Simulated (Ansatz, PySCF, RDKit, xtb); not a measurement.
**BN2H2F: from the formula to a structure**

Only the formula BN2H2F is given. Aim: find the structure of lowest free energy at 298.15 K, then its properties.

The funnel: GFN2-xTB relaxations, single points with a density functional, relaxations at PBE0-D3(BJ)/pcseg-1, harmonic vibrations, and a last energy at a higher level. All values are calculated.

4 further runs of the same task are left out: 4 set aside as unsound or not needed.

## (1) Candidates

All bonding patterns within simple valence rules are listed by program: one Lewis structure each, at most two rings and one unusual centre or charged pair. O–O, O–halogen and N–halogen bonds and N–N–N chains are not drawn. That gives 10 candidates.

```
label             SMILES     spin
 c038    [NH-]/[NH+]=B\F  singlet
 c083    F[B-]1=N[NH2+]1  singlet
 c161            N/N=B/F  singlet
 c220       [N-]=[NH+]BF  singlet
 c507            N/N=B\F  singlet
 c584             FB1NN1  singlet
 c585  F[B@@H-]1N=[NH+]1  singlet
 c672      N#[N+][BH2-]F  singlet
 c875              N=NBF  singlet
 c964    [NH-]/[NH+]=B/F  singlet
```

Candidates are built by distance geometry, with a force field where one applies, in up to four conformers (letters a to d). 8 starts with atoms placed at random are added, to find patterns that the rules miss.

**Question.** With final energies at CCSD(T)/def2-TZVPP, which structure will this search put lowest in free energy, and by what margin?

| quantity | value |
| --- | --- |
| lowest structure found | FB1NN1, singlet, C2 |
| next finalist | N=NBF, singlet, 4.6 kcal/mol higher in G |
| share at equilibrium, among the finalists | 99.9 % |
| harmonic wavenumbers, lowest and highest (PBE0-D3(BJ)/pcseg-1) | 395 and 3549 cm⁻¹ |
| rotational constants, same geometry | 0.7806, 0.227, 0.1811 cm⁻¹ |
| dipole moment (PBE0/def2-TZVPD) | 0.36 D |
| HOMO energy (PBE0/def2-TZVPD) | -7.71 eV |
| LUMO energy (PBE0/def2-TZVPD) | -0.11 eV |
| HOMO–LUMO gap (PBE0/def2-TZVPD) | 7.60 eV |
| lowest excitation (TD-PBE0/def2-SVPD) | 6.47 eV (f = 0.000) |
| strongest of the states computed, same level | 6.78 eV (f = 0.045) |
| lowest triplet excitation, same level, Tamm-Dancoff | 5.50 eV |
| vertical ionisation energy | 10.31 eV |
| vertical electron affinity | -0.72 eV (unbound: the value depends on the basis) |
| vertical triplet less singlet | +5.39 eV |

`FB1NN1` comes out lowest. The margin of 4.6 kcal/mol over the next finalist is beyond the usual error of the last level; it says nothing of structures that weren't ranked. HF/STO-3G, r2SCAN-D4/def2-SVP, PBE0-D3(BJ)/pcseg-1, HF/def2-TZVPP and MP2/def2-TZVPP already put its bonding pattern lowest among the structures in one piece; GFN2-xTB favours the singlet N/N=B/F (c108, not a finalist). A candidate that fell apart on refinement lay below the next finalist; fragments are not ranked, and their entropy would favour them further. The search is not exhaustive (a finite list of starts, one conformer a finalist), so a lower isomer can't be ruled out. Patterns outside the rules of the enumeration were met only by chance. The lowest isomer need not be the one that is made and kept in a bottle, which depends on barriers.
